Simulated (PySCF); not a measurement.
# As (quartet) with other numerical set-ups

The method stays; parts of the set-up, such as the basis or the Hamiltonian, are changed.

The runs use PySCF 2.14.0; each script names its method and basis.

## 1. The atom

As (quartet): 1 atom, charge 0, spin multiplicity 4.

## 2. Base script

input.py reads:

```python
from pyscf import gto, dft, tdscf

mol = gto.M(
    atom='As 0 0 0',
    basis='sapporo-dkh3-dzp-2012',
    charge=0,
    spin=3,
    verbose=3,
)
mf = dft.UKS(mol, xc='olyp')
mf = mf.sfx2c1e()
mf.kernel()
td = tdscf.TDA(mf)
td.nstates = 6
td.kernel()
td.analyze()
mf.dip_moment()
print('orbital energies (hartree):', [e[max(0, n-3):n+3].round(4) for e, n in zip(mf.mo_energy, mol.nelec)])
```

Launch:

```
$ OMP_NUM_THREADS=1 python input.py
```

Its log is not repeated here.

Base result: E(SCF) = -2261.311403 Eh, ⟨S²⟩ = 3.751, excitations 8.83, 8.83, 8.83, 9.74, 9.74 eV.

The quartet is typed in the script; nothing here shows that it is the ground state.

## 3. Integration grid 4

Variant 1 changes integration grid: default → 4.

input.py reads:

```python
from pyscf import gto, dft, tdscf

mol = gto.M(
    atom='As 0 0 0',
    basis='sapporo-dkh3-dzp-2012',
    charge=0,
    spin=3,
    verbose=3,
)
mf = dft.UKS(mol, xc='olyp')
mf = mf.sfx2c1e()
mf.grids.level = 4
mf.kernel()
td = tdscf.TDA(mf)
td.nstates = 6
td.kernel()
td.analyze()
mf.dip_moment()
print('orbital energies (hartree):', [e[max(0, n-3):n+3].round(4) for e, n in zip(mf.mo_energy, mol.nelec)])
```

Launch:

```
$ OMP_NUM_THREADS=1 python input.py
```

## 4. Crenbl (core potential on, X2C off)

Variant 2 changes basis set: sapporo-dkh3-dzp-2012 → crenbl; core potential: off → on; spin-free X2C: on → off. The core potential changes with it: totals don't compare.

Edit input.py of step 2 so:

```diff
@@ -4,3 +4,4 @@
     atom='As 0 0 0',
-    basis='sapporo-dkh3-dzp-2012',
+    basis='crenbl',
+    ecp={'As': 'crenbl'},
     charge=0,
@@ -10,3 +11,2 @@
 mf = dft.UKS(mol, xc='olyp')
-mf = mf.sfx2c1e()
 mf.kernel()
@@ -15,3 +15,3 @@
 td.kernel()
-td.analyze()
+td.analyze(verbose=3)
 mf.dip_moment()
```

## 5. Jorge-dzp (X2C off)

Variant 3 changes basis set: sapporo-dkh3-dzp-2012 → jorge-dzp; spin-free X2C: on → off.

Edit input.py of step 2 so:

```diff
@@ -4,3 +4,3 @@
     atom='As 0 0 0',
-    basis='sapporo-dkh3-dzp-2012',
+    basis='jorge-dzp',
     charge=0,
@@ -10,3 +10,2 @@
 mf = dft.UKS(mol, xc='olyp')
-mf = mf.sfx2c1e()
 mf.kernel()
```

What does the calculation give? Wanted: for each run, E(SCF); from base; gap, α spin; after the SCF.

The runs gave:

```
                                run  E(SCF) (hartree)  from base (eV)  gap, α spin (eV)  functions              after the SCF
                               base      -2261.311403               0              9.94         43  lowest root found 8.83 eV
                 integration grid 4      -2261.311422         -0.0005              9.94         43  lowest root found 8.83 eV
crenbl (core potential on, X2C off)       -114.754018  not comparable               n/a         32  lowest root found 9.61 eV
                jorge-dzp (X2C off)      -2236.377457  not comparable             13.89         43  lowest root found 9.20 eV
```

In words: Total energies from different bases, Hamiltonians or methods carry different errors, so properties are taken as differences within one set-up.
